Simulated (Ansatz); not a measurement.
**C₃H₇FOSn: one species, many methods**

An exercise on one series of results from a longer session: the logs are not shown, and one member is left open.

Method: functionals in def2-TZVPP, the program's frozen cores in correlated methods; program: Ansatz 0.2.0, Gaussian basis.

The runs, in order: LDA (SPW92), PBE-D4, revPBE-D4, BLYP-D4, r2SCAN-D4, B97M-V, PBE0-D4, B3LYP-D4, r2SCANh-D4, r2SCAN0-D4, HSE06-D4, BHLYP-D4, CAM-B3LYP-D4, LC-ωPBE, ωB97X-V, ωB97M-V, B2PLYP, PBE-QIDH; CCSD(T)/def2-SVP; MP2/def2-TZVPP; MP2/def2-QZVPP; RPA on PBE.

1 further run of the same task is left out (for a known fault of the program). Runs told in other sessions of the task aren't counted.

**The geometry**

An earlier PBE0-D4 in a triple-zeta def2 set relaxation fixed the geometry. Sn takes the def2 core potential; no spin-orbit term is included.

SMILES `CC(C)[O][Sn][F]`, 13 atoms, charge 0, spin multiplicity 1.

Atoms are counted from 1 here; the program's logs count them from 0.

Bond lengths: C1–C2 1.516 Å, C1–H7 1.093 Å, C1–H8 1.092 Å, C1–H9 1.093 Å, C2–C3 1.516 Å, C2–O4 1.419 Å, C2–H10 1.098 Å, C3–H11 1.092 Å, C3–H12 1.093 Å, C3–H13 1.093 Å, O4–Sn5 1.957 Å, Sn5–F6 1.953 Å. Angles: C2–C1–H7 110.2°, C2–C1–H8 110.6°, C2–C1–H9 110.8°, H7–C1–H8 108.3°, H7–C1–H9 108.6°, H8–C1–H9 108.2°, C1–C2–C3 112.0°, C1–C2–O4 108.7°, C1–C2–H10 108.9°, C3–C2–O4 108.7°, C3–C2–H10 108.9°, O4–C2–H10 109.7°, C2–C3–H11 110.6°, C2–C3–H12 110.8°, C2–C3–H13 110.2°, H11–C3–H12 108.2°, H11–C3–H13 108.3°, H12–C3–H13 108.6° and more.

Set-up of the first run:

Contents of in.yaml:

```yaml
crystal:
  periodic: [false, false, false]
  atoms:
    - {symbol: C, position_ang: [-1.433926, -0.380986, 0.060347]}
    - {symbol: C, position_ang: [0.029733, -0.013016, -0.085595]}
    - {symbol: C, position_ang: [0.915452, -0.829832, 0.834885]}
    - {symbol: O, position_ang: [0.187778, 1.361216, 0.232205]}
    - {symbol: Sn, position_ang: [0.835128, 2.815072, -0.907032]}
    - {symbol: F, position_ang: [1.142273, 1.724761, -2.497494]}
    - {symbol: H, position_ang: [-1.770428, -0.192045, 1.082957]}
    - {symbol: H, position_ang: [-2.049605, 0.212427, -0.619043]}
    - {symbol: H, position_ang: [-1.592662, -1.437736, -0.168964]}
    - {symbol: H, position_ang: [0.338155, -0.190019, -1.123987]}
    - {symbol: H, position_ang: [1.964224, -0.554642, 0.704015]}
    - {symbol: H, position_ang: [0.813061, -1.897404, 0.624426]}
    - {symbol: H, position_ang: [0.641218, -0.652496, 1.877979]}
basis:
  gaussian: {orbitals: def2-TZVPP}
hamiltonian: {xc: lda}
output: {orbitals: {seedname: orbitals}}
```

Started as:

```bash
> ansatz run in.yaml --threads 4 --pin off --events-out ev --progress --plain --max-ram 11315MiB
```

Among the steps run: LDA; PBE-D4 (GGA); revPBE-D4 (GGA); BLYP-D4 (GGA); r2SCAN-D4 (meta-GGA); B97M-V (meta-GGA); B3LYP-D4 (hybrid); r2SCANh-D4 (hybrid); r2SCAN0-D4 (hybrid); HSE06-D4 (hybrid); BHLYP-D4 (hybrid); CAM-B3LYP-D4 (range-separated); LC-ωPBE (range-separated); ωB97X-V (range-separated); ωB97M-V (range-separated); B2PLYP (double hybrid); PBE-QIDH (double hybrid).

One table of the session follows, with a row left open; its other results are not shown here.

It belongs to the step «Orbital energies across the functionals». 

```
  functional  HOMO (eV)  LUMO (eV)  gap (eV)
 LDA (SPW92)      -6.61      -3.15      3.47
      PBE-D4      -6.42      -2.90      3.53
   revPBE-D4      -6.35      -2.80      3.55
     BLYP-D4      -6.34      -2.84      3.49
   r2SCAN-D4      -6.72      -2.83      3.89
      B97M-V      -6.73      -2.88      3.85
     PBE0-D4      -7.74      -2.25      5.49
    B3LYP-D4      -7.56      -2.50      5.07
  r2SCANh-D4      -7.22      -2.58      4.64
  r2SCAN0-D4      -7.96      -2.22      5.74
    HSE06-D4          ?          ?         ?
    BHLYP-D4      -8.94      -1.60      7.34
CAM-B3LYP-D4      -9.12      -1.36      7.76
     LC-ωPBE     -10.34      -0.25     10.09
     ωB97X-V     -10.05      -0.36      9.69
     ωB97M-V     -10.00      -0.54      9.47
```

Q: Estimate the row for HSE06-D4 from the others.

The run gave: HOMO (eV): -7.34; LUMO (eV): -2.61; gap (eV): 4.73. In the column «HOMO (eV)» it lies between B3LYP-D4 (-7.56) and r2SCANh-D4 (-7.22).
